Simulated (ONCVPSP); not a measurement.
**Arsenic: generating and testing an ONCV potential**

Aim: build the potential from the settings below, then test how well it stands in for the atom: other configurations, scattering, ghost states and the plane-wave cutoff that it needs.

Program: ONCVPSP 4.0.1. Reference atom: PBE, scalar-relativistic, spherical and spin-unpolarised. All values are calculated.

## (1) The atom and the settings

The settings as typed:

```
element                 : arsenic (As, Z = 33)
type                    : optimised norm-conserving Vanderbilt (ONCV)
frozen core             : [Ar]
valence charge          : 15
reference configuration : 3d10 4s2 4p3
partial waves           : 4s: rc 1.75 bohr, ncon 4, nbas 7, qcut 2.9 1/bohr, 2 projectors, debl 3.9 Ha; 4p: rc 1.45 bohr, ncon 5, nbas 10, qcut 5.8 1/bohr, 2 projectors, debl 1.2 Ha; 3d: rc 0.80 bohr, ncon 4, nbas 8, qcut 18 1/bohr, 2 projectors, debl 3 Ha
local potential         : polynomial inside 0.55 bohr (lpopt 5, dvloc0 1 Ha)
core correction         : Teter function, fcfact 5.5, rcfact 1.4
```

## (2) The generation run

The input, As.dat:

```
# ATOM AND REFERENCE CONFIGURATION
# atsym  z   nc   nv     iexc    psfile
  As 33.00    5    3        4      upf
#
#   n    l    f
    1    0    2.00
    2    0    2.00
    2    1    6.00
    3    0    2.00
    3    1    6.00
    3    2   10.00
    4    0    2.00
    4    1    3.00
#
# PSEUDOPOTENTIAL AND OPTIMIZATION
# lmax
    2
#
#   l,   rc,      ep,       ncon, nbas, qcut
    0    1.75    0.00    4    7    2.90
    1    1.45    0.00    5   10    5.80
    2    0.80    0.00    4    8   18.00
#
# LOCAL POTENTIAL
# lloc, lpopt,  rc(5),   dvloc0
    4    5    0.55    1.00
#
# VANDERBILT-KLEINMAN-BYLANDER PROJECTORs
# l, nproj, debl
    0    2    3.90
    1    2    1.20
    2    2    3.00
#
# MODEL CORE CHARGE
# icmod, fcfact, rcfact
    3    5.50    1.40
#
# LOG DERIVATIVE ANALYSIS
# epsh1, epsh2, depsh
   -3.00    5.00    0.02
#
# OUTPUT GRID
# rlmax, drl
    6.00    0.01
#
# TEST CONFIGURATIONS
# ncnf
    4
# nvcnf
#   n    l    f
    3
    3    2   10.00
    4    0    2.00
    4    1    2.00
#
    3
    3    2   10.00
    4    0    2.00
    4    1    1.00
#
    3
    3    2   10.00
    4    0    2.00
    4    1    0.00
#
    3
    3    2   10.00
    4    0    1.00
    4    1    0.00
#
```

Run with:

```bash
oncvpsp.x < As.dat > As.out
```

What does the calculation give? Wanted: cutoffs for 1 and 0.1 mHa per electron, occupied waves; bound ghosts; GHOST(+) flags; largest test error; largest phase difference near zero energy, channels read; rms error of d²Exc/dn², without and with the model core.

As calculated:

```
                                                quantity                                             value
  cutoffs for 1 and 0.1 mHa per electron, occupied waves                                 142 Ha and 158 Ha
                                            bound ghosts  s at -320.77 eV, p at -590.91 eV, p at -99.32 eV
                                          GHOST(+) flags                         s at 240 eV, p at 3072 eV
                            largest test error (AE − PS)                        -8.1 meV, for 3d10 4s2 4p0
largest phase difference near zero energy, channels read                                         0.000 rad
 rms error of d²Exc/dn², without and with the model core                                 7.23 and 0.77 mHa
```

It has a bound ghost (s, p), a state that the atom doesn't have, and that rules the file out. The worst unpolarised test, 3d10 4s2 4p0, is off by 8.1 meV on 54.8 eV; by total energies transferability rates as good. Atomic tests can pass in spite of a ghost, since they solve only for the levels asked. It counts as very hard, with 142 Ha needed at the looser tolerance. At the looser tolerance the 3d wave is the slowest; 4p needs 34 Ha. Near zero energy the phases of the channels with partial waves agree within 0.001 rad. The program also flags highly localised states, GHOST(+) (s, p). These are tests on the free atom; a crystal test is still owed.
